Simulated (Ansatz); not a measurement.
# FGeH4N: the cost of one run

Computed with Ansatz 0.2.0, Gaussian basis. Level: PBE0-D4/def2-SVP.

16 further runs of the same task are left out: 16 set aside as unsound or not needed.

### 1 Starting geometry

The first end: 7 atoms, charge 0, spin multiplicity 1.

Atoms are counted from 1 here; the program's logs count them from 0.

Bond lengths: Ge1–F2 1.752 Å, Ge1–N3 1.811 Å, Ge1–H5 1.530 Å, Ge1–H6 1.530 Å, N3–H4 1.009 Å, N3–H7 1.009 Å. Angles: F2–Ge1–N3 111.5°, F2–Ge1–H5 105.1°, F2–Ge1–H6 105.1°, N3–Ge1–H5 109.3°, N3–Ge1–H6 109.3°, H5–Ge1–H6 116.3°, Ge1–N3–H4 116.2°, Ge1–N3–H7 116.2°, H4–N3–H7 109.8°.

As a file:

```xyz
7

Ge   -0.1489   -0.4240    0.5184
F     1.4825   -0.6870    1.0993
N    -0.1750    0.6915   -0.9085
H     0.2645    0.3495   -1.7503
H    -0.6479   -1.8056    0.0895
H    -0.8882    0.2324    1.6866
H     0.1131    1.6432   -0.7351
```

The second end:

```xyz
7

Ge   -0.9108   -0.2209    0.6564
F     2.1881   -0.6441   -1.1865
N     0.1513    0.6801   -0.3226
H     1.4605   -0.0786   -0.9087
H    -0.5657   -1.6805    0.9225
H    -2.2005    0.2975    1.3092
H    -0.1227    1.6465   -0.4703
```

### 2 The band at PBE0-D4/def2-SVP

neb/in.yaml

```yaml
crystal:
  periodic: [false, false, false]
  atoms:
    - {symbol: Ge, position_ang: [-0.148942, -0.423961, 0.518437]}
    - {symbol: F, position_ang: [1.482474, -0.687001, 1.099253]}
    - {symbol: N, position_ang: [-0.174994, 0.691512, -0.908472]}
    - {symbol: H, position_ang: [0.264516, 0.349545, -1.750254]}
    - {symbol: H, position_ang: [-0.647895, -1.805599, 0.089542]}
    - {symbol: H, position_ang: [-0.888184, 0.232425, 1.686602]}
    - {symbol: H, position_ang: [0.113125, 1.643179, -0.735107]}
basis:
  gaussian: {orbitals: def2-SVP}
hamiltonian: {xc: pbe0, dispersion: d4}
neb:
  images: 5
  climbing: true
  max_iterations: 40
  initial_path: idpp
  final_atoms:
    - {symbol: Ge, position_ang: [-0.910825, -0.220854, 0.656357]}
    - {symbol: F, position_ang: [2.188115, -0.644094, -1.186496]}
    - {symbol: N, position_ang: [0.151307, 0.680076, -0.322597]}
    - {symbol: H, position_ang: [1.460462, -0.078553, -0.908658]}
    - {symbol: H, position_ang: [-0.565681, -1.680476, 0.922528]}
    - {symbol: H, position_ang: [-2.200542, 0.297539, 1.309206]}
    - {symbol: H, position_ang: [-0.122737, 1.646461, -0.470338]}
```

Command:

```
$ ansatz run in.yaml --threads 2 --pin off --events-out ev --progress --plain --max-ram 4352MiB
```

**Question.** How long does this run take on 2 threads of Arm Neoverse V1, shared host?

About 3.7 min.
